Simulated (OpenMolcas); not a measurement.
# CH5GaO2 (SMILES [CH3][Ga]([OH])[OH]): levels of theory compared

We compute a comparison of 6 runs (B2PLYP/cc-pVDZ, PBE/cc-pVDZ, PBE0/cc-pVDZ, r2SCAN/cc-pVDZ, revPBE/cc-pVDZ, CCSD(T)/cc-pVDZ) of CH5GaO2. 

The calculation is run with OpenMolcas 26.06.

1 further run of the same task is left out (set aside as unsound or not needed).

### 1 The molecule

The species is CH5GaO2 (9 atoms), meant as a singlet with charge 0. SMILES: `[CH3][Ga]([OH])[OH]`. The coordinates come from a PBE0-D4/def2-TZVP relaxation. This is one conformer, not always the lowest.

Bond lengths: C1–Ga2 1.941 Å, Ga2–O3 1.791 Å, Ga2–O4 1.791 Å, C1–H5 1.090 Å, C1–H6 1.091 Å, C1–H7 1.091 Å, O3–H8 0.959 Å, O4–H9 0.959 Å. Some angles: C1–Ga2–O3 121.3°, C1–Ga2–O4 121.2°, O3–Ga2–O4 117.5°, Ga2–C1–H5 110.5°, Ga2–C1–H6 109.9°, Ga2–C1–H7 110.2°, Ga2–O3–H8 115.4°, Ga2–O4–H9 115.3°, H5–C1–H6 108.9°, H5–C1–H7 109.4°.

### 2 A single-point energy at B2PLYP/cc-pVDZ (run 1)

Input file job.inp:

```
* CH5GaO2 Kohn-Sham DFT
&gateway
baslib=$CurrDir
coord
9
angstrom
C        0.139500       0.740600      -1.385600
Ga      -0.022300      -0.180400       0.314900
O        0.237900      -1.947500       0.443200
O       -0.435700       0.706800       1.814800
H        0.259800       0.024500      -2.197900
H        1.005300       1.404900      -1.368100
H       -0.746600       1.349900      -1.568800
H        0.141200      -2.314500       1.323600
H       -0.490700       0.169600       2.607000
basis=cc-pVDZ
group=NoSym
&seward
gridinput
Grid=UltraFine
End of Grid
&scf
ksdft=B2PLYP_SCF
thresholds=1e-10 1e-07 1e-07 1e-05
prorbitals=1 1
&mbpt2
frozen=12
```

The basis set cc-pVDZ is read from a file made from the Basis Set Exchange's data (not shown).

Command:

```bash
export MOLCAS_MEM=1860
pymolcas job.inp > job.log
```

What it wrote:

```text
--- Start Module: gateway ---
[...]
--- Stop Module: gateway /rc=_RC_ALL_IS_WELL_ ---
[...]
      Basis functions           94
[...]
--- Start Module: scf ---
[...]
       Convergence after  15 Iterations
[...]
::    Total KS-DFT energy                           -2115.6634164195
[...]
      Total spin, S                                     0.0000000000
[...]
      Total electronic charge=   58.000000
      Total            charge=   -0.000000
[...]
      Dipole Moment (debye):
      Origin of the operator (angstrom)=   -0.0242   -0.1929    0.3389
                   X= -4.6737E-02               Y= -3.3427E-01               Z=  6.5226E-01           Total=  7.3441E-01
      Quadrupole Moment (debye*angstrom):
[...]
--- Stop Module: scf /rc=_RC_ALL_IS_WELL_ ---
[...]
--- Start Module: mbpt2 ---
[...]
 ###    WARNING: MP2 implementation intended for RHF references only         ###
 ###############################################################################
MBPT2 WARNING: Reference function according to RunFile:KS-DFT
I'll assume you know what you're doing and continue
WARNING!
Default frozen orbitals as non valence orbitals is overwritten by user input.
Default values:  17
[...]
       Reference weight ( Cref**2 )         =        0.77074
::    Total MBPT2 energy                            -2116.4192317145
[...]
      Total MBPT2 calculations                           0.49      0.56
--- Stop Module: mbpt2 /rc=_RC_ALL_IS_WELL_ ---
[...]
```

Run time: 43 s. Hardware: 1 thread of Intel Xeon Platinum 8259CL at 2.50GHz (Skylake/Cascade Lake), shared host; peak memory 0.52 GiB.

### 3 Energy and forces at PBE/cc-pVDZ (run 2)

Input file test.input:

```
&GATEWAY
BASLIB=$CurrDir
COORD
9
angstrom
C        0.139500       0.740600      -1.385600
Ga      -0.022300      -0.180400       0.314900
O        0.237900      -1.947500       0.443200
O       -0.435700       0.706800       1.814800
H        0.259800       0.024500      -2.197900
H        1.005300       1.404900      -1.368100
H       -0.746600       1.349900      -1.568800
H        0.141200      -2.314500       1.323600
H       -0.490700       0.169600       2.607000
BASIS=cc-pVDZ
GROUP=NoSym
&SEWARD
GRIDINPUT
Grid=UltraFine
End of Grid
&SCF
KSDFT=PBE
THRESHOLDS=1e-10 1e-07 1e-07 1e-05
PRORBITALS=1
&ALASKA
```

The basis set cc-pVDZ is read from a file made from the Basis Set Exchange's data (not shown).

Command:

```bash
export MOLCAS_MEM=1860
pymolcas test.input > test.log
```

What it wrote:

```text
--- Start Module: gateway ---
[...]
--- Stop Module: gateway /rc=_RC_ALL_IS_WELL_ ---
[...]
      Basis functions           94
[...]
--- Start Module: scf ---
[...]
       Convergence after  18 Iterations
[...]
::    Total KS-DFT energy                           -2115.9377842550
[...]
      Total spin, S                                     0.0000000000
[...]
      Total electronic charge=   58.000000
      Total            charge=   -0.000000
[...]
      Dipole Moment (debye):
      Origin of the operator (angstrom)=   -0.0242   -0.1929    0.3389
                   X= -4.7654E-02               Y= -3.4630E-01               Z=  6.8070E-01           Total=  7.6521E-01
      Quadrupole Moment (debye*angstrom):
[...]
 *              Molecular gradients               *
 **************************************************
  Irreducible representation: a
 ------------------------------------------------------------------------------------------
                              X                       Y                       Z
 ------------------------------------------------------------------------------------------
  C1                5.33185117004731E-04    2.75349942214120E-03   -4.66848783379525E-03
  GA2              -5.30595477087781E-04   -3.19843972620504E-03    5.53471462257438E-03
  O3               -4.45658514474712E-03    8.96621730058911E-03    1.71505593865113E-02
  O4                2.74626506566911E-03   -1.93974813616755E-02    2.37383458628670E-03
  H5               -1.16636554230531E-03    7.38843961885571E-03    7.99428805669500E-03
  H6               -8.82970315421172E-03   -6.39858181543040E-03   -6.62591092172260E-04
  H7                9.08633268475345E-03   -5.84895056068868E-03    1.50599042687394E-03
  H8                1.88288565441930E-03    5.59769565404711E-03   -1.58267925288174E-02
[...]
```

It took 65 s on 1 thread of Intel Xeon Platinum 8259CL at 2.50GHz (Skylake/Cascade Lake), shared host; peak memory 0.52 GiB.

Runs 3 to 5 aren't shown in full; the table further down has their settings and results.

### 4 A single-point energy at CCSD(T)/cc-pVDZ (run 6)

Input file test.inp:

```
&gateway
baslib=$CurrDir
coord
9
angstrom
C        0.139500       0.740600      -1.385600
Ga      -0.022300      -0.180400       0.314900
O        0.237900      -1.947500       0.443200
O       -0.435700       0.706800       1.814800
H        0.259800       0.024500      -2.197900
H        1.005300       1.404900      -1.368100
H       -0.746600       1.349900      -1.568800
H        0.141200      -2.314500       1.323600
H       -0.490700       0.169600       2.607000
basis=cc-pVDZ
group=NoSym
&seward
&scf
thresholds=1e-10 1e-07 1e-07 1e-05
prorbitals=1 2
&rasscf
fileorb=$Project.ScfOrb
spin=1
nactel=0 0 0
inactive=29
ras2=0
outorbitals=Canonical
orblisting=Nothing
&motra
jobiph
frozen=12
&ccsdt
cct
triples=2
iterations=80
accuracy=1e-08
extrapolation=5 4
```

The basis set cc-pVDZ is read from a file made from the Basis Set Exchange's data (not shown).

Command:

```bash
export MOLCAS_MEM=1860
pymolcas test.inp > test.log
```

What it wrote:

```text
--- Start Module: gateway ---
[...]
--- Stop Module: gateway /rc=_RC_ALL_IS_WELL_ ---
[...]
      Basis functions           94
[...]
       Convergence after  14 Iterations
[...]
::    Total SCF energy                              -2113.7937877489
[...]
      Total spin, S                                     0.0000000000
[...]
      Number of active orbitals                  0
[...]
      Spin quantum number                      0.0
[...]
      Active orbitals                            0
[...]
      Number of CSFs                             1
[...]
      Number of root(s) required                 1
[...]
      Convergence after  4 iterations
[...]
      Natural orbitals and occupation numbers for root  1
      ************************************************************************************************************************
      *                                                    Final results                                                     *
      ************************************************************************************************************************
[...]
::    RASSCF root number  1 Total energy:  -2113.79378775
[...]
      Total electronic charge=   58.000000
      Total            charge=   -0.000000
[...]
      Dipole Moment (debye):
      Origin of the operator (angstrom)=   -0.0242   -0.1929    0.3389
                   X= -5.0435E-02               Y= -3.4985E-01               Z=  6.8000E-01           Total=  7.6638E-01
      Quadrupole Moment (debye*angstrom):
[...]
--- Start Module: motra ---
[...]
--- Stop Module: motra /rc=_RC_ALL_IS_WELL_ ---
[...]
--- Start Module: ccsdt ---
[...]
      Convergence after                    14  Iterations
      Total energy (diff) :   -2114.43627481       0.00000001
[...]
 METHOD                       : CCSD+T(CCSD)+<T3(1)WT1> = CCSD(T)
[...]
       CCSD     =     -2114.4362748135118
[...]
```

Run time: 2.5 min. Hardware: 1 thread of Intel Xeon Platinum 8259CL at 2.50GHz (Skylake/Cascade Lake), shared host; peak memory 0.52 GiB.

### 5 All runs side by side

```tsv
run	level	task	frozen core orbitals	energy (Eh)	dipole moment (D) of the reference	HOMO energy (eV)	LUMO energy (eV)	wall time
1	B2PLYP/cc-pVDZ	energy	12	-2115.867487	0.73	-9.82	1.26	43 s
2	PBE/cc-pVDZ	gradient	–	-2115.937784	0.77	-6.42	-0.77	65 s
3	PBE0/cc-pVDZ	gradient	–	-2115.989135	0.73	-8.18	0.16	54 s
4	r2SCAN/cc-pVDZ	gradient	–	-2116.342671	0.74	-6.85	-0.36	77 s
5	revPBE/cc-pVDZ	gradient	–	-2116.245426	0.75	-6.37	-0.67	59 s
6	CCSD(T)/cc-pVDZ	energy	12	-2114.452497	0.77	-11.97	2.99	2.5 min
```

### 6 What came out

```
                                           quantity           value
                                run 6: total energy  -2114.45250 Eh
          run 6: dipole moment (mean-field density)          0.77 D
         run 6: HOMO energy (Hartree–Fock orbitals)       -11.97 eV
         run 6: LUMO energy (Hartree–Fock orbitals)         2.99 eV
       run 6: HOMO–LUMO gap (Hartree–Fock orbitals)        14.96 eV
run 6: correlation energy (12 core orbitals frozen)      -658.7 mEh
                              run 6: (T) correction      -16.22 mEh
```

**Reading.** Over runs 1, 2, 3, 4, 5 the dipole moment (its size) runs from 0.73 D (PBE0/cc-pVDZ) to 0.77 D (PBE/cc-pVDZ). Over runs 1, 2, 3, 4, 5 the HOMO–LUMO gap runs from 5.65 eV (PBE/cc-pVDZ) to 11.08 eV (B2PLYP/cc-pVDZ). A double hybrid's value is that of its SCF part. For B2PLYP the log adds the whole second-order term; the table takes 0.27 of it, as the functional is defined. Totals of different functionals can't be ranked against each other. All runs together took 7.5 min, the longest 2.5 min.
